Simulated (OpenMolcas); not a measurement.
**Tm²⁺ with 8 ligands (fluoride): CASSCF and CASPT2 levels and susceptibility**

Aim: the ligand-field states of Tm²⁺ in this surrounding, its lowest levels with spin-orbit coupling and its magnetic susceptibility.

Method: state-averaged CASSCF and CASPT2, spin-orbit coupling by RASSI with atomic mean-field integrals. Code: OpenMolcas 26.06.

## 1. What is computed

| Property | Result |
| --- | --- |
| Species | Tm²⁺ (thulium, Z = 69, 67 electrons) |
| Basis | ANO-RCC-VDZP [7s6p4d2f1g], 180 functions with the ligands |
| Scalar Hamiltonian | DKH2, point nucleus |
| Inactive shells | 1s 2s 2p 3s 3p 3d 4s 4p 4d 5s 5p of the metal, and all ligand shells |
| Active space | 13 electrons in 7 orbitals (4f) |
| Some configurations of this space | 4f13 |
| Orbitals | optimised for the highest spin of each parity, averaged over all roots |

The outer shells:

4f13
```
4f [↑↓][↑↓][↑↓][↑↓][↑↓][↑↓][↑ ]
```

Tm²⁺ is taken with 8 ligands (fluoride) in cube coordination (Oh) at 2.52 Å. A charge of +0.75 e stands 2.4 Å behind each ligand. Ligand basis ANO-RCC-VDZP. The distances are assumed, not relaxed.

```xyz
9

Tm    0.0000    0.0000    0.0000
F     1.4549    1.4549    1.4549
F     1.4549    1.4549   -1.4549
F     1.4549   -1.4549    1.4549
F     1.4549   -1.4549   -1.4549
F    -1.4549    1.4549    1.4549
F    -1.4549    1.4549   -1.4549
F    -1.4549   -1.4549    1.4549
F    -1.4549   -1.4549   -1.4549
```

The work runs as a chain of OpenMolcas steps in one folder; each step below is one input file. Labels, J, g values, rates, χT and fits are worked out afterwards by a script from the matrices that RASSI stores. The input lists half of the charges; inversion (Group=XYZ) makes the rest.

## 2. One- and two-electron integrals

The input, a.inp:

```
&GATEWAY
Coord
9

Tm 0.0 0.0 0.0
F 1.454923 1.454923 1.454923
F 1.454923 1.454923 -1.454923
F 1.454923 -1.454923 1.454923
F 1.454923 -1.454923 -1.454923
F -1.454923 1.454923 1.454923
F -1.454923 1.454923 -1.454923
F -1.454923 -1.454923 1.454923
F -1.454923 -1.454923 -1.454923
Basis=Tm.ANO-RCC-VDZP,F.ANO-RCC-VDZP
Group=XYZ
NoMove
AngMom=0.0 0.0 0.0
AMFI
RICD
XField
4 Angstrom 0
2.840564 2.840564 2.840564 0.750000
2.840564 2.840564 -2.840564 0.750000
2.840564 -2.840564 2.840564 0.750000
2.840564 -2.840564 -2.840564 0.750000
&SEWARD
```

Started as:

```bash
$ OMP_NUM_THREADS=1 MOLCAS_MEM=2457 MOLCAS_PROJECT=a pymolcas a.inp > a.log
```

## 3. Reference wave functions, doublets of odd parity, 7 roots

The input, a.inp:

```
&RASSCF
FileOrb=start.orb
Symmetry=2
Spin=2
nActEl=13 0 0
Inactive=35 32
Ras2=0 7
CIRoot=7 7 1
SDav=7
CIMx=300
Iter=150 100
PrWF=0.3
OrbListing=Nothing
MaxOrb=0
LevShft=1.0
>>> COPY $Project.JobIph JOB001
```

start.orb holds start orbitals that the driver prepared beforehand, or those of the step before.

## 4. State interaction with spin-orbit coupling

The input, a.inp:

```
&RASSI
NrOfJobIphs=1 7
1 2 3 4 5 6 7
IphNames
JOB001
EJob
SpinOrbit
DIPRint=1.0
SOCoupling=1000.0
Subsets=2
Property=9
'ANGMOM' 1 'ANGMOM' 2 'ANGMOM' 3 'MLTPL  1' 1 'MLTPL  1' 2 'MLTPL  1' 3
'AMFI' 1 'AMFI' 2 'AMFI' 3
SOProperty=3
'ANGMOM' 1 'ANGMOM' 2 'ANGMOM' 3
```

## 5. CASPT2: IPEA 0.25, imaginary shift 0.1 (closed shells correlated: 5s 5p of the metal, with ligand shells; the Frozen line counts the rest)

The input, a.inp:

```
>>> COPY JOB001 $Project.JobIph
&CASPT2
Multistate=7 1 2 3 4 5 6 7
NoMult
Frozen=18 13
IPEA=0.25
Imaginary=0.1
MaxIter=60
WThr=0.0 0.3 0.05
PrWF=0.5
NoMix
```

(Steps that only read results are left out.)

Q: Predict the outcome of this session. Wanted: spin-free ground state; first state of the same spin within the active space; lowest level; next level.

**Answer**, as computed:

| quantity | value |
| --- | --- |
| method | SS-CASPT2, IPEA 0.25, imaginary shift 0.1 (closed shells correlated: 5s 5p of the metal, with ligand shells; the Frozen line counts the rest) |
| spin-free ground state | 2A2, 1-fold in its orbital part |
| first state of the same spin within the active space | 2T2 at 359 cm⁻¹ |
| lowest level | 2-fold Γ7, g = 3.45, 3.45, 3.45 |
| next level | 245.1 cm⁻¹ |
| χT at 300 K | 2.47 cm³ K/mol |
| effective moment at 300 K | 4.44 μB |

Cost by method:

| method | time of its own steps | time with the reference |
| --- | --- | --- |
| A. CASSCF | 48 s | 48 s |
| B. SS-CASPT2, IPEA 0.25, imaginary shift 0.1, +5s 5p | 57 s | 1.8 min |

Times are of one thread on a shared host.

The spin-free ground state (2A2) is 1-fold and keeps the highest spin of the shell. CASPT2 does not keep the components of a term degenerate, and the means are used.
